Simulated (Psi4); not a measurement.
**NaI (Sodium Iodide), step by step**

Aim: a structure relaxation (MP2/def2-SVP), then vibrational wavenumbers of NaI (Sodium Iodide). 

Program for the calculation: Psi4 1.11.

**1. The system as given**

NaI has 2 atoms, charge 0, and is taken as a singlet. SMILES: `[Na][I]`. The shape comes from GFN2-xTB, which is rough for such elements, and wasn't checked as a minimum. The run starts from this shape.

Bond lengths: Na1–I2 2.803 Å.

**2. A structure relaxation at MP2/def2-SVP (density fitting, core potential, density fitting for correlation) (run 1)**

The input, ina.xyz:

```xyz
2
INa
Na     0.000000     0.000000     0.000000
I      0.000000     0.000000     2.803120
```

The input, ina.py:

```python
import psi4

psi4.set_memory(1600000000)
psi4.set_num_threads(1)
psi4.core.set_output_file('ina.out', False)

with open('ina.xyz') as f:
    atoms = ''.join(f.readlines()[2:])
geom = psi4.geometry('0 1\n' + atoms + '')

psi4.set_options({
    'basis': 'def2-SVP',
    'geom_maxiter': 60,
    'num_frozen_docc': 5,
})

e, wfn = psi4.optimize("mp2", return_wfn=True)
print(f'mp2 energy: {e:.10f} Eh')
print(geom.to_string(dtype='xyz', units='Angstrom'))
```

Run with:

```sh
$ python ina.py
```

ina.out:

```text
[...]
    !!!  WARNING: ECP capability is in beta. Please check occupations closely.  !!!
[...]
  Running in c2v symmetry.
[...]
  Nuclear repulsion =   51.914913715520569
[...]
  Multiplicity = 1
[...]
  Nalpha       = 18
  Nbeta        = 18
[...]
    Number of basis functions: 41
[...]
   @DF-RHF iter   1:  -458.38789856073612   -3.64949e+00   1.91123e-02 DIIS/ADIIS
[...]
    !!!  WARNING: ECP capability is in beta. Please check occupations closely.  !!!
[...]
   @DF-RHF iter   8:  -458.53178831596892    1.13687e-13   4.21632e-11 DIIS
[...]
    Orbital Energies [Eh]
    ---------------------
    Doubly Occupied:
       1A1   -40.526126     2A1    -7.636782     3A1    -5.486860
       1B1    -5.484318     1B2    -5.484318     4A1    -2.848726
       5A1    -2.180819     2B2    -2.179751     2B1    -2.179751
       1A2    -2.177275     6A1    -2.177275     3B2    -1.572479
       3B1    -1.572479     7A1    -1.571871     8A1    -0.785322
       9A1    -0.316446     4B1    -0.296781     4B2    -0.296781
[...]
  @DF-RHF Final Energy:  -458.53178831596892
   => Energetics <=
    Nuclear Repulsion Energy =             52.8097416629123231
    One-Electron Energy =                -853.1347377328329458
    Two-Electron Energy =                 341.7932077539517195
    Total Energy =                       -458.5317883159689245
[...]
 Multipole Moments:
 ------------------------------------------------------------------------------------
     Multipole            Electronic (a.u.)      Nuclear  (a.u.)        Total (a.u.)
 ------------------------------------------------------------------------------------
 L = 1.  Multiply by 2.5417464519 to convert [e a0] to [Debye]
 Dipole X            :          0.0000000            0.0000000            0.0000000
 Dipole Y            :          0.0000000            0.0000000            0.0000000
 Dipole Z            :         24.6498690          -28.5289157           -3.8790467
 Magnitude           :                                                    3.8790467
[...]
  -Total Gradient:
     Atom            X                  Y                   Z
    ------   -----------------  -----------------  -----------------
       1        0.000000000000     0.000000000000    -0.000004253278
       2        0.000000000000    -0.000000000000     0.000004253278
[...]
    Final optimized geometry and variables:
    Molecular point group: c2v
    Full point group: C_inf_v
    Geometry (in Angstrom), charge = 0, multiplicity = 1:
    NA           0.000000000000     0.000000000000    -2.332984008168
    I            0.000000000000     0.000000000000     0.422638881699
[...]
```

On the terminal:

```text
Some dependencies such as QCElemental have not yet finished migration to pydantic v2. If issues are encountered please downgrade pydantic or upgrade QCElemental as appropriate
	Denominators (dg)(dq) or (dq)(dq) are very small.
	Skipping Hessian update for step 3.
Optimizer: Optimization complete!
mp2 energy: -458.6555611357 Eh
2
0 1 INa
Na                    0.000000000000     0.000000000000    -2.332984008168
I                     0.000000000000     0.000000000000     0.422638881699
```

Wall time 5.7 s (1 thread of Intel Xeon 6975P-C (Granite Rapids), shared host); peak memory 0.24 GiB.

Step by step:

```tsv
step	energy from the first frame kept (eV)	largest force (eV/Å)
0	0.0000	0.1979
1	-0.0047	0.0364
2	-0.0048	0.0028
3	-0.0048	0.0002
```

After the run. Bond lengths: Na1–I2 2.756 Å.

**3. Vibrational wavenumbers at MP2/def2-SVP (density fitting, core potential, density fitting for correlation) (run 2)**

The input, calc.inp:

```
memory 1.6 GB

molecule {
  0 1
  Na     0.000000     0.000000     0.040212
  I      0.000000     0.000000     2.795835
}

set basis def2-SVP
set t 400.0
set num_frozen_docc 5
set rotational_symmetry_number 1

e_tot, wfn = frequency("mp2", return_wfn=True)
```

Run with:

```sh
$ psi4 -i calc.inp -o calc.out -n 1
```

calc.out:

```text
[...]
    !!!  WARNING: ECP capability is in beta. Please check occupations closely.  !!!
[...]
  Running in c2v symmetry.
[...]
  Nuclear repulsion =   52.809739552271850
[...]
  Multiplicity = 1
[...]
  Nalpha       = 18
  Nbeta        = 18
[...]
    Number of basis functions: 41
[...]
   @DF-RHF iter   1:  -458.38841583966746   -3.62315e+00   1.91271e-02 ADIIS/DIIS
[...]
  Running in cs symmetry.
[...]
   @DF-RHF iter  12:  -458.53178831633340    0.00000e+00   9.75377e-11 DIIS
[...]
    Orbital Energies [Eh]
    ---------------------
    Doubly Occupied:
       1Ap   -40.526126     2Ap    -7.636782     3Ap    -5.486860
       1App   -5.484318     4Ap    -5.484318     5Ap    -2.848726
       6Ap    -2.180819     2App   -2.179751     7Ap    -2.179751
       8Ap    -2.177275     3App   -2.177275     9Ap    -1.572479
       4App   -1.572479    10Ap    -1.571871    11Ap    -0.785322
      12Ap    -0.316446    13Ap    -0.296781     5App   -0.296781
[...]
  @DF-RHF Final Energy:  -458.53178831633340
   => Energetics <=
    Nuclear Repulsion Energy =             52.8097383015518460
    One-Electron Energy =                -853.1347310620230928
    Two-Electron Energy =                 341.7932044441378139
    Total Energy =                       -458.5317883163334045
[...]
 Multipole Moments:
 ------------------------------------------------------------------------------------
     Multipole            Electronic (a.u.)      Nuclear  (a.u.)        Total (a.u.)
 ------------------------------------------------------------------------------------
 L = 1.  Multiply by 2.5417464519 to convert [e a0] to [Debye]
 Dipole X            :          0.0000000            0.0000000            0.0000000
 Dipole Y            :          0.0053648           -0.0062090           -0.0008442
 Dipole Z            :         24.6498700          -28.5289169           -3.8790469
 Magnitude           :                                                    3.8790470
[...]
  -Total Gradient:
     Atom            X                  Y                   Z
    ------   -----------------  -----------------  -----------------
       1        0.000000000000    -0.000000000930    -0.000004268699
       2        0.000000000000     0.000000000930     0.000004268700
[...]
  ==> Harmonic Vibrational Analysis <==
[...]
  Freq [cm^-1]                 250.2163
[...]
  IR activ [km/mol]            38.0687
[...]
  Total E_0, Enthalpy at 0 [K]                                                         -458.65499110 [Eh]
[...]
  Total H, Enthalpy at  400.00 [K]                                                     -458.64977650 [Eh]
[...]
  Total G, Gibbs energy at  400.00 [K]                                                 -458.68938167 [Eh]
[...]
```

Standard output:

```text
Warning: used thermodynamics relations inappropriate for low-frequency modes: ['250.2163']
```

Wall time 7.5 s (1 thread of Intel Xeon 6975P-C (Granite Rapids), shared host); peak memory 0.22 GiB.

**4. What came out**

| quantity | value |
| --- | --- |
| run 1, MP2/def2-SVP: total energy at the end | -458.65556 Eh |
| run 1, MP2/def2-SVP: correlation energy (5 core orbitals frozen) | -123.8 mEh |
| run 1, MP2/def2-SVP: bond length | 2.756 Å |
| run 2, MP2/def2-SVP: harmonic wavenumber | 250 cm⁻¹ |
| run 2, MP2/def2-SVP: zero-point energy | 1.5 kJ/mol |
| run 2, MP2/def2-SVP: ideal-gas entropy at 400 K (symmetry number 1 as used) | 62.1 cal/(mol K) |

In words: The optimisation (run 1, MP2/def2-SVP) took 4 steps and changed the energy by -0.005 eV. The one mode (run 2, MP2/def2-SVP) is real, so the shape is a minimum at this level.
